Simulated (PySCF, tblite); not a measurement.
**C₄H₈FNSi₂: geometry, infrared bands and NMR shifts**

Wanted: the infrared bands and NMR shifts of C₄H₈FNSi₂ (`N#C[Si@@H]1[SiH2]CC[C@@H]1F`), by calculation.

The runs use tblite 0.8.0 and PySCF 2.14.0, with density-fitted response routines of our own; the level of theory stands in each step. All values are computed, except where a source is named. Atoms are numbered from 0 throughout.

### Step 1. Starting geometry

16 atoms, charge 0, multiplicity 1; geometry from: force field or distance geometry start.

Bonds of the start (Å): N0–C1 1.18, C1–Si2 1.83, Si2–Si3 2.35, Si3–C4 1.91, C4–C5 1.55, C5–C6 1.54, C6–F7 1.37, C6–Si2 1.89, Si2–H8 1.50, Si3–H9 1.49, Si3–H10 1.48, C4–H11 1.10, C4–H12 1.10, C5–H13 1.09, C5–H14 1.09, C6–H15 1.09.

### Step 2. Optimising the geometry with GFN2-xTB

Job settings and geometry (Å):

```
{"job": {"kind": "relax", "xc": "GFN2-xTB", "basis": "xTB"}, "charge": 0, "multiplicity": 1}
N      3.673300    -0.905000     1.339700
C      2.729600    -0.792400     0.644100
Si     1.290000    -0.630500    -0.480500
Si     0.484400     1.572000    -0.431900
C     -1.226800     1.042400     0.237900
C     -1.535400    -0.412800    -0.179800
C     -0.340400    -1.319300     0.174600
F     -0.247600    -1.384100     1.542300
H      1.531400    -1.060800    -1.892800
H      1.179600     2.473000     0.525900
H      0.362700     2.126700    -1.796700
H     -2.002300     1.715500    -0.150200
H     -1.226100     1.128400     1.333700
H     -2.426500    -0.751600     0.345600
H     -1.739400    -0.454600    -1.252700
H     -0.514100    -2.338100    -0.175500
```

Launch:

```sh
OMP_NUM_THREADS=1 python probes_run.py task.json out
```

This one command runs all jobs of the session in turn.

**Question.** This job is followed by: GFN2-xTB harmonic vibrations, gas phase; GIAO PBE0/pcSseg-1 NMR shielding, non-relativistic, gas phase. Predict these results of the whole session: strongest single infrared mode (GFN2-xTB); zero-point energy (GFN2-xTB); 13C shifts against TMS (PBE0/pcSseg-1); 1H shifts against TMS (PBE0/pcSseg-1); 15N shifts against NH3 (PBE0/pcSseg-1); 29Si shifts against TMS (PBE0/pcSseg-1); 19F shifts against CFCl3 (PBE0/pcSseg-1); surface potential, 1st and 99th percentile.

**Answer**, as computed:

```
                                 quantity                                               value
strongest single infrared mode (GFN2-xTB)                               2206 cm⁻¹, 385 km/mol
             zero-point energy (GFN2-xTB)                                       67.6 kcal/mol
   13C shifts against TMS (PBE0/pcSseg-1)                         121.5, 93.3, 36.2, 10.4 ppm
    1H shifts against TMS (PBE0/pcSseg-1)  5.57, 4.45, 4.22, 3.86, 2.86, 1.58, 1.45, 0.97 ppm
   15N shifts against NH3 (PBE0/pcSseg-1)                                           372.0 ppm
  29Si shifts against TMS (PBE0/pcSseg-1)                                    -63.7, -70.6 ppm
 19F shifts against CFCl3 (PBE0/pcSseg-1)                                          -238.7 ppm
    surface potential, 1st and 99th percentile                                  -1.79 V and 1.63 V
```

**Reading.** The optimisation took 52 steps and gained 0.297 eV; among the close pairs (by a distance rule), Si2–C6 changed most, from 1.887 to 1.941 Å. No mode is imaginary among the 42: a minimum at this level. The strongest single mode, at 2206 cm⁻¹, moves mainly H10. Unscaled tight-binding wavenumbers are off by several per cent, some by more. Its intensities can rank the bands wrongly. C1 (nitrile carbon) lies farthest downfield among carbon, at 121.5 ppm; typical of a nitrile. The most deshielded hydrogen is H15 (hydrogen on an sp3 CH bonded to F and Si), at 5.57 ppm: its carbon carries F, hence the downfield position. At PBE0/pcSseg-1: The largest span, 604 ppm, is at N0, where the paramagnetic term is -441 ppm. By nearest atom (PBE0/pcSseg-1), the HOMO sits on Si2 22 %; C6 17 % and the LUMO on Si2 23 %; C1 18 %.
